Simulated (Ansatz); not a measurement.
# Ta, space group P6_3/mmc: cell relaxations under several functionals

With the Python package of Ansatz (0.2.0).

The cells in order, each with its output:

```python
from dataclasses import dataclass
import warnings

import ansatz as az
import numpy as np


@dataclass
class Options:
    mesh: tuple[int, ...] = (13, 13, 7)
    smearing_width: float = 0.1
    fmax: float = 0.02
```

```python
opts = Options()
```

```python
def edges_and_angles(cell):
    cell = np.asarray(cell)
    a, b, c = np.linalg.norm(cell, axis=1)
    cosines = cell[1] @ cell[2] / (b * c), cell[0] @ cell[2] / (a * c), cell[0] @ cell[1] / (a * b)
    return (a, b, c, *np.degrees(np.arccos(cosines)))
```

```python
warnings.simplefilter("ignore", az.DeckWarning)
```

```python
ta = (
    az.Lattice.from_parameters(2.900372, 2.900372, 5.166274, alpha=90, beta=90, gamma=120)
    .space_group(194)
    .atom("Ta", [2 / 3, 1 / 3, 0.75])
)
```

```python
model = (
    ta.calculation()
    .basis(38 * az.Ry)
    .kpoints(mesh=opts.mesh)
    .occupations(az.OccupationsMethod.FERMI_DIRAC, width=opts.smearing_width)
    .relax(cell=True, force_tolerance=opts.fmax)
)
```

```python
levels = [("pbesol", "d3bj"), ("pbesol", "none"), ("blyp", "d3bj")]
print("level            a       b       c    alpha   beta  gamma  V/atom  steps")
for name, dispersion in levels:
    seen = []
    run = model.functional(name, dispersion=dispersion).session().plan()
    res = run.execute(on_event=lambda e: seen.append(e) if e["event"] == "relax_step" else None)
    cell = res.lattice.cell_ang
    label = name if dispersion == "none" else f"{name}+{dispersion}"
    print("{:13s} {:7.4f} {:7.4f} {:7.4f} {:6.2f} {:6.2f} {:6.2f}".format(label, *edges_and_angles(cell)), f"{abs(np.linalg.det(cell)) / len(res.lattice.sites):7.3f} {len(seen):5d}")
```

    level            a       b       c    alpha   beta  gamma  V/atom  steps
    pbesol+d3bj    2.8385  2.8385  5.0304  90.00  90.00 120.00  17.551     6
    pbesol         2.8680  2.8680  5.0907  90.00  90.00 120.00  18.132     5
    blyp+d3bj      2.8552  2.8552  5.0842  90.00  90.00 120.00  17.947     5

From smallest to largest: PBEsol+D3BJ (17.55 Å³ an atom, -6.7 % against the start), BLYP+D3BJ (17.95 Å³ an atom, -4.6 % against the start) and PBEsol (18.13 Å³ an atom, -3.6 % against the start). The spread is 3.3 % in volume.

What to keep in mind:
- Forces vanish by symmetry, so the ions can't move, and the end may be a saddle.
- BLYP and dispersion corrections can be off by several per cent in the lattices of metals, and by several GPa in the pressure at a fixed cell.
- Spin-orbit coupling, which matters for elements this heavy, is left out.
- This isn't the structure that Ta takes at ambient conditions.
- It ran for 55 s on 1 thread of Arm Neoverse V1, with other jobs on the host, peak memory 0.47 GiB.
